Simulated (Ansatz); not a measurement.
# CdSe: the crystal squeezed far

One table from this session's results is given with a row withheld; the runs are named, their logs left out.

Program: Ansatz 0.2.0. Level of theory: DFT PBE, with the methods named in each step. These are calculated values, not measurements.

### The structure to begin with

The structure is cubic, space group F-43m (No. 216). The conventional cell has a = 6.211 Å, b = 6.211 Å, c = 6.211 Å, α = 90.00°, β = 90.00°, γ = 90.00°. Cd (site symmetry -43m) has 4 Se at 2.69 Å as nearest neighbours. Around Se (site symmetry -43m) lie 4 Cd at 2.69 Å.

As a file:

```
CELL_PARAMETERS angstrom
0.00000 3.10531 3.10531
3.10531 0.00000 3.10531
3.10531 3.10531 0.00000
ATOMIC_POSITIONS crystal
Cd 0.00000 0.00000 0.00000
Se 0.25000 0.25000 0.25000
```

Whether this phase is the stable one at these pressures isn't tested.

Atoms are numbered in the order of the input: Cd1, Se2.

Set-up of the first run:

The input, input.yaml:

```yaml
crystal:
  lattice:
    - [0.0, 3.1053142479, 3.1053142479]
    - [3.1053142479, 0.0, 3.1053142479]
    - [3.1053142479, 3.1053142479, 0.0]
  atoms:
    - { symbol: Cd, position: [0.0, 0.0, 0.0] }
    - { symbol: Se, position: [0.25, 0.25, 0.25] }
kpoints:
  mp_grid: { grid: [11, 11, 11] }
scf:
  occupations: { method: fermi_dirac, width: 0.1 }
hamiltonian:
  xc: pbe
  pseudopotentials: { kind: paw }
output:
  forces: true
  stress: true
relax:
  f_tol: 0.005
  max_steps: 40
  cell: {}
```

The run is started by

```
> ansatz run input.yaml --threads 1 --pin off --max-ram 2048MiB --backend cpu --events-out ev --progress --plain --runs-dir out
```

Steps of the session up to this table: Cell relaxed at zero pressure, PAW; Volume scaled by 1, PAW; Volume scaled by 0.94, PAW; Volume scaled by 0.88, PAW; Volume scaled by 0.8, PAW; Volume scaled by 0.72, PAW; Volume scaled by 0.64, PAW; Volume scaled by 0.55, PAW; Volume scaled by 0.55, PAW (level accurate).

One of the session's tables, all rows but one given; the rest of the session is left out.

| method | volume over the first | volume (Å³/atom) | pressure (GPa) | gap on the k mesh (eV) |
| --- | --- | --- | --- | --- |
| PAW | 1 | 29.736 | 0.00 | 0.50 |
| PAW | 0.94 | ? | ? | ? |
| PAW | 0.88 | 26.168 | 7.71 | 0.76 |
| PAW | 0.8 | 23.789 | 16.81 | 0.94 |
| PAW | 0.72 | 21.410 | 31.65 | 1.11 |
| PAW | 0.64 | 19.031 | 56.62 | 1.27 |
| PAW | 0.55 | 16.355 | 108.00 | 1.35 |
| PAW (level accurate) | 0.55 | 16.355 | 108.06 | 1.34 |

Estimate the missing values for PAW, 0.94.

The run gave: volume (Å³/atom): 27.952; pressure (GPa): 3.20; gap on the k mesh (eV): 0.62. In the column «volume (Å³/atom)» it lies between PAW, 0.88 (26.168) and PAW, 1 (29.736).
